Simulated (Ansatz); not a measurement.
Run this with Ansatz's Python interface and show what comes out.

The script, `run_field.py`:
```python
"""Dipole of CH6SeSi2 in the field of point charges."""

import logging
import sys

import ansatz
import numpy as np

logging.basicConfig(stream=sys.stdout, format="%(name)s: %(message)s")
log = logging.getLogger("calc")
log.setLevel(logging.INFO)


def main() -> None:
    geometry_ang = [
        ("C", [-1.1763, 0.7307, -0.7364]),
        ("Si", [-0.4618, -0.6499, 0.1848]),
        ("Si", [1.5792, -0.2563, 0.8097]),
        ("Se", [1.3251, -1.6219, -0.9845]),
        ("H", [-0.4376, 1.3047, -1.3376]),
        ("H", [-1.7009, 1.4898, -0.031]),
        ("H", [-1.9642, 0.3881, -1.4452]),
        ("H", [-1.2373, -1.5374, 0.9972]),
        ("H", [2.0301, -0.9687, 2.0744]),
        ("H", [2.1266, 1.0697, 0.4716]),
    ]
    ch6sesi2 = ansatz.Crystal.molecule()
    for symbol, xyz in geometry_ang:
        ch6sesi2 = ch6sesi2.atom(symbol, xyz)

    setup = (
        ch6sesi2.calculation()
        .basis(gaussian="def2-SVPD")
        .functional("hf")
        .forces()
    )
    # charges +q and -q at -R and +R make a nearly even field 2 k q / R^2 at the centre
    centre = np.mean([site.position_ang for site in ch6sesi2.cartesian_sites], axis=0)
    field = 2 * 14.399645 * 3.0 / 40.0 ** 2


    def dipole(axis, sign):
        arm = 40.0 * np.eye(3)[axis]
        pair = [{"charge": sign * 3.0, "position_ang": (centre - arm).tolist()}, {"charge": -sign * 3.0, "position_ang": (centre + arm).tolist()}]
        deck = setup.input().set(ansatz.key.basis.gaussian.point_charges, pair)
        return np.array(ansatz.Session.from_dict(deck).plan().execute().report["charge_distribution"]["dipole_moment_e_ang"])


    log.info(f"field {field:.4f} V/A")
    alpha = np.array([(dipole(axis, 1) - dipole(axis, -1)) / (2 * field) * 14.399645 for axis in range(3)])
    log.info("polarisability tensor (A^3)")
    print(np.array2string(alpha, precision=3, suppress_small=True))
    log.info(f"mean {np.trace(alpha) / 3:.3f} A^3 = {np.trace(alpha) / 3 / 0.14818471:.2f} bohr^3")


if __name__ == "__main__":
    main()
```

```console
$ python run_field.py
calc: field 0.0540 V/A
calc: polarisability tensor (A^3)
[[14.177 -0.988  0.13 ]
 [-0.992 12.876  1.172]
 [ 0.126  1.163 13.266]]
calc: mean 13.440 A^3 = 90.70 bohr^3
```

The geometry is a force-field or estimated start, not a minimum of this method, and the basis set is short of its limit. The field of two point charges is only nearly even. Hardware and time: 42 s on 1 thread of Arm Neoverse V2, with other jobs on the host, peak memory 0.47 GiB.
